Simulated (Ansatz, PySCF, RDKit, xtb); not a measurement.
# Which structure has the formula SiNH3OF+?

Given the formula SiNH3OF+ (charge +1) and nothing else, which arrangement of the atoms is the most stable in the gas at 298.15 K, and what are its properties?

Plan: many cheap relaxations first (GFN2-xTB), then density-functional screening, relaxation at PBE0-D3(BJ)/def2-SVP, vibrations and a final energy. The numbers are computed, not measured.

4 further runs of the same task are left out: 4 set aside as unsound or not needed.

## Step 1: Drawing up candidates

A program enumerates the bonding patterns with one Lewis structure each (two rings at most, one unusual centre or charged pair), with their diastereomers. O–O, O–halogen and N–halogen bonds and N–N–N chains are not drawn. That gives 23 candidates.

c034 F[Si@@H]1N[OH+]1; c053 N=[O+][SiH2]F; c065 [OH2+]N[Si]F (triplet); c117 [OH+]=N[SiH2]F; c204 [OH2+]/N=[SiH]\F; c216 [O-][NH2+][SiH+]F; c282 N=[Si]([OH2+])F; c297 O[NH2+][Si]F; c356 N[OH+][Si]F; c370 O/[NH+]=[SiH]\F; c381 F[Si@@H]1[NH2+]O1; c423 N[OH+][Si]F (triplet); c425 [NH3+][Si](=O)F; c438 NO[SiH+]F; c621 [NH2+]=[Si](O)F; c658 [NH3+]O[Si]F (triplet); c700 F[Si-]1[NH2+][OH+]1; c834 [OH2+]/N=[SiH]/F; c840 O[NH2+][Si]F (triplet); c856 O/[NH+]=[SiH]/F; c876 [OH2+]N[Si]F; c904 O=[NH+][SiH2]F; c906 [NH3+]O[Si]F.

Candidates are built by distance geometry, with a force field where one applies, in up to four conformers (letters a to d). 5 starts with atoms placed at random are added, to find patterns that the rules miss.

Q: Predict the outcome of this search (final energies at CCSD(T)/def2-TZVP).

| quantity | value |
| --- | --- |
| lowest structure found | [NH2+]=[Si](O)F, singlet, Cs |
| next finalist | [NH3+][Si](=O)F, singlet, 30.3 kcal/mol higher in G |
| share at equilibrium, among the finalists | 100.0 % |
| harmonic wavenumbers, lowest and highest (PBE0-D3(BJ)/def2-SVP) | 264 and 3890 cm⁻¹ |
| rotational constants, same geometry | 0.2554, 0.2289, 0.1207 cm⁻¹ |
| HOMO energy (PBE0/def2-TZVPD) | -15.23 eV |
| LUMO energy (PBE0/def2-TZVPD) | -7.14 eV |
| HOMO–LUMO gap (PBE0/def2-TZVPD) | 8.09 eV |
| lowest excitation (TD-PBE0/def2-SVPD) | 6.60 eV (f = 0.021) |
| strongest of the states computed, same level | 8.81 eV (f = 0.107) |
| lowest triplet excitation, same level, Tamm-Dancoff | 6.02 eV |
| vertical ionisation energy | 17.78 eV |
| vertical recombination energy (electron added) | 5.30 eV |
| vertical triplet less singlet | +5.98 eV |

The search ends on `[NH2+]=[Si](O)F`. Among the finalists first place is clear (30.3 kcal/mol); structures outside the list aren't covered. GFN2-xTB, HF/STO-3G, r2SCAN-D4/def2-SVP, PBE0-D3(BJ)/def2-SVP, HF/def2-TZVP and MP2/def2-TZVP already put its bonding pattern lowest among the structures in one piece. Lowest found is not proven lowest: the search is finite, and each finalist counts with one conformer. Patterns outside the rules of the enumeration were met only by chance.
